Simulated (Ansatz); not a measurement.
# KCaHfBiO6: the cost of one run

Program: Ansatz 0.2.0. Level of theory: DFT PBEsol, scalar-relativistic, plane waves, PAW. These are calculated values, not measurements.

2 further runs of the same task are left out: 2 set aside as unsound or not needed.

## 1. The system as given

Symmetry: F-43m, No. 216, cubic system. The conventional cell has a = 8.225 Å, b = 8.225 Å, c = 8.225 Å, α = 90.00°, β = 90.00°, γ = 90.00°. K (site symmetry -43m) has 12 O at 2.91 Å as nearest neighbours. Ca (site symmetry -43m) is surrounded by 12 O at 2.91 Å. Around Hf (site symmetry -43m) lie 6 O at 2.04 Å. Around Bi (site symmetry -43m) lie 6 O at 2.07 Å. O (site symmetry 2mm) is surrounded by 1 Hf at 2.04 Å and 1 Bi at 2.07 Å and 2 K at 2.91 Å and 2 Ca at 2.91 Å.

Structure file:

```
K Ca Hf Bi O
1.0
     0.00000    4.11274    4.11274
     4.11274    0.00000    4.11274
     4.11274    4.11274    0.00000
K Ca Hf Bi O
1 1 1 1 6
Direct
  0.25000 0.25000 0.25000
  0.75000 0.75000 0.75000
  0.50000 0.50000 0.50000
  0.00000 0.00000 0.00000
  0.74847 0.25153 0.25153
  0.25153 0.74847 0.74847
  0.74847 0.74847 0.25153
  0.25153 0.25153 0.74847
  0.25153 0.74847 0.25153
  0.74847 0.25153 0.74847
```

It goes back to an entry of the Materials Project, which need not be the stable form.

It is the result of an earlier relaxation at this level (volume 13.91 Å³/atom; gap on the mesh: 1.74 eV).

## 2. The reference cell

Reference values: F = -34521.6429 eV; pressure -0.01 GPa; largest force 0.001 eV/Å; gap on the mesh 1.74 eV. It was computed beforehand with the settings of the runs below.

## 3. The disturbance

The atoms are moved along a mode of 194i cm⁻¹:

```tsv
atom	ux (Å)	uy (Å)	uz (Å)
K1	0.000	0.000	0.000
Ca2	0.000	0.000	0.000
Hf3	0.000	0.000	0.000
Bi4	0.000	0.000	0.000
O5	0.000	0.021	-0.045
O6	0.000	0.021	0.045
O7	-0.091	-0.119	0.000
O8	0.000	0.078	0.000
O9	0.045	0.000	-0.099
O10	0.045	0.000	0.099
```

## 4. Relaxing from there

input.yaml reads:

```yaml
crystal:
  lattice:
    - [0.0, 4.1127386754, 4.1127386754]
    - [4.1127386754, 0.0, 4.1127386754]
    - [4.1127386754, 4.1127386754, 0.0]
  atoms:
    - { symbol: K, position: [0.25, 0.25, 0.25] }
    - { symbol: Ca, position: [0.75, 0.75, 0.75] }
    - { symbol: Hf, position: [0.5, 0.5, 0.5] }
    - { symbol: Bi, position: [0.0, 0.0, 0.0] }
    - { symbol: O, position: [0.7454913207, 0.2434855024, 0.2595738492] }
    - { symbol: O, position: [0.2595738492, 0.7514493277, 0.7454913207] }
    - { symbol: O, position: [0.7449662119, 0.7519744365, 0.2259792097] }
    - { symbol: O, position: [0.2609917952, 0.2420675564, 0.7579324436] }
    - { symbol: O, position: [0.2340233831, 0.7419872083, 0.2690359685] }
    - { symbol: O, position: [0.7549534401, 0.2690359685, 0.7419872083] }
basis:
  ecutwfc: 420
kpoints:
  mp_grid: { grid: [6, 6, 6] }
hamiltonian:
  xc: pbesol
scf:
  occupations: { method: gaussian, width: 0.05 }
output:
  forces: true
  stress: true
  eigenvalues: true
relax:
  adjacent_minimum: "off"
  f_tol: 0.008
  max_steps: 80
  cell: { stress_tol: 0.08 }
```

Run with:

```console
ansatz run input.yaml --threads 2 --pin off --max-ram 5120MiB --backend cpu --events-out ev --progress --plain --runs-dir out
```

What time and memory should one allow on 2 threads of Intel Xeon 6975P-C (Granite Rapids), shared host?

About 5.2 min, with a peak of 1 GiB.
